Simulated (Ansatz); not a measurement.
Nudged elastic band run: Ba3Ti3CO9F4

Input:

```yaml
crystal:
  lattice:
    - [5.643391, 0.0, 0.0]
    - [-2.821695, 4.913933, 0.0]
    - [0.0, 0.0, 18.902633]
  atoms:
    - { symbol: Ba, position: [0.0, 0.0, 0.0529027] }
    - { symbol: Ti, position: [0.3250602, 0.6501204, 0.1166971] }
    - { symbol: O, position: [0.15867049, 0.31711078, 0.15259528] }
    - { symbol: O, position: [0.15873172, 0.82320134, 0.14825143] }
    - { symbol: O, position: [0.6644545, 0.82352861, 0.14829292] }
    - { symbol: Ba, position: [0.66044877, 0.32092927, 0.18654086] }
    - { symbol: Ti, position: [0.99432673, 0.9889966, 0.24796341] }
    - { symbol: O, position: [0.82751512, 0.65581294, 0.28379737] }
    - { symbol: O, position: [0.82529496, 0.15189557, 0.285626] }
    - { symbol: O, position: [0.32641566, 0.15172359, 0.28563393] }
    - { symbol: Ba, position: [0.32535657, 0.65193591, 0.32646461] }
    - { symbol: Ti, position: [0.65585213, 0.31276012, 0.37670052] }
    - { symbol: O, position: [0.4978929, -0.00344408, 0.42018078] }
    - { symbol: O, position: [0.49816517, 0.47620296, 0.41917061] }
    - { symbol: O, position: [0.9769903, 0.47679913, 0.41916829] }
    - { symbol: C, position: [0.51147335, 0.22257304, 0.62732582] }
    - { symbol: F, position: [0.71485458, 0.45171518, 0.60227194] }
    - { symbol: F, position: [0.27830144, 0.16922229, 0.59771767] }
    - { symbol: F, position: [0.55935016, 0.01900173, 0.61653908] }
    - { symbol: F, position: [0.49321627, 0.2503996, 0.69799442] }
basis:
  ecutwfc: 420.0
kpoints:
  mp_grid: { grid: [3, 3, 1] }
hamiltonian:
  xc: pbesol
  pseudopotentials: { kind: paw, azcp: { folder: soft_1 } }
scf:
  occupations: { method: gaussian, width: 0.05 }
  lower_state_search: "off"
neb:
  images: 5
  f_tol: 0.05
  initial_path: idpp
  max_iterations: 80
  constraints: [{ sites: [0, 1] }]
  final_atoms:
    - { symbol: Ba, position: [0.0, 0.0, 0.05290268] }
    - { symbol: Ti, position: [0.32506013, 0.65012038, 0.11669706] }
    - { symbol: O, position: [0.15572016, 0.31582405, 0.15434052] }
    - { symbol: O, position: [0.16174111, 0.82655992, 0.15134025] }
    - { symbol: O, position: [0.66445207, 0.81812335, 0.1507434] }
    - { symbol: Ba, position: [0.66357811, 0.32206876, 0.17920072] }
    - { symbol: Ti, position: [1.00062199, 0.98859587, 0.24335368] }
    - { symbol: O, position: [0.84207613, 0.65210827, 0.282687] }
    - { symbol: O, position: [0.8196387, 0.1453058, 0.28226614] }
    - { symbol: O, position: [0.3287685, 0.16036898, 0.28162443] }
    - { symbol: Ba, position: [0.35217296, 0.67081337, 0.31748735] }
    - { symbol: Ti, position: [0.70808557, 0.33850717, 0.36447812] }
    - { symbol: O, position: [0.44554729, 0.04432668, 0.42046727] }
    - { symbol: O, position: [0.58311592, 0.55199132, 0.41600446] }
    - { symbol: O, position: [1.00044809, 0.44164885, 0.40538914] }
    - { symbol: C, position: [0.42219128, 0.02284333, 0.49156509] }
    - { symbol: F, position: [0.80371486, 0.82922924, 0.41575842] }
    - { symbol: F, position: [0.23337397, 0.08418334, 0.5143098] }
    - { symbol: F, position: [0.3460287, -0.23017905, 0.51315935] }
    - { symbol: F, position: [0.65790673, 0.19220062, 0.52480934] }
  order_check: true
```

Launched with:

```bash
$ ansatz run input.yaml --threads 4 --pin off --max-ram 10240MiB --backend cpu --events-out ev --progress --plain --runs-dir out
```

Output, in part (warnings, iteration lines):

```
NEB end point (image 0): max|allowed force component| = 1.244e-2 eV/Å (the criterion of neb.relax_end_points is 1.000e-2)
NEB end point (image 6): max|allowed force component| = 2.763e-2 eV/Å (the criterion of neb.relax_end_points is 1.000e-2)
NEB iter   1: max|band force component| = 4.036e0 eV/Å  barrier→ = 5.3870 eV  barrier← = 6.6890 eV  Δτ_max = 0.2000 Å  (168 SCF iters)
NEB iter   2: max|band force component| = 3.393e0 eV/Å  barrier→ = 4.2894 eV  barrier← = 5.5914 eV  Δτ_max = 0.2000 Å  (110 SCF iters)
NEB iter   3: max|band force component| = 5.127e0 eV/Å  barrier→ = 3.9059 eV  barrier← = 5.2079 eV  Δτ_max = 0.1029 Å  (96 SCF iters)
NEB iter   4: max|band force component| = 3.088e0 eV/Å  barrier→ = 3.5741 eV  barrier← = 4.8761 eV  Δτ_max = 0.1038 Å  (89 SCF iters)
NEB iter   5: max|band force component| = 2.747e0 eV/Å  barrier→ = 3.2850 eV  barrier← = 4.5871 eV  Δτ_max = 0.1055 Å  (87 SCF iters)
NEB iter   6: max|band force component| = 2.385e0 eV/Å  barrier→ = 3.2423 eV  barrier← = 4.5443 eV  Δτ_max = 0.0510 Å  (83 SCF iters)
NEB iter   7: max|band force component| = 1.399e0 eV/Å  barrier→ = 3.0735 eV  barrier← = 4.3756 eV  Δτ_max = 0.1011 Å  (79 SCF iters)
NEB iter   8: max|band force component| = 1.160e0 eV/Å  barrier→ = 2.9737 eV  barrier← = 4.2757 eV  Δτ_max = 0.1007 Å  (78 SCF iters)
[... lines left out ...]
```

The forces met the threshold. The band force fell under the threshold earlier too, but the program's further tests of the path sent the band on. Neighbouring images differ by up to 3.4 eV, so the band resolves the path poorly. By the program's own check the climbing image is of a kind that is not told: the force calls were inconclusive, a negative curvature could not be distinguished from the path's own, the only one lies far off the path, or fixed occupations may fill a level only in part (lowest curvatures found: -1.29 and 0.01 eV/Å²). Limits of this set-up: coarse k mesh, slab without dipole correction, no dispersion correction for a molecule that may bind weakly, PAW files made for another functional, a typed lattice constant that wasn't relaxed here.

Final band (atoms are numbered from 1 in the order of the input):

```
image  path coordinate (Å)  energy (eV)  C16–F17 (Å)  Ba11–F17 (Å)  O13–C16 (Å)
    0                 0.00         0.00         1.32          5.98         4.11
    1                 2.71         0.00         1.32          5.84         3.73
    2                 5.43         0.04         1.33          5.09         3.36
    3                 8.14         2.67         2.09          3.66         2.45
    4                10.04        -0.73         2.85          3.44         1.35
    5                11.94        -1.14         2.98          3.50         1.35
    6                13.83        -1.30         3.20          2.91         1.35
```

The run took 31 min on 4 threads of Intel(R) Xeon(R) 6975P-C (Granite Rapids), with other jobs on the host, peak memory 3.6 GiB.
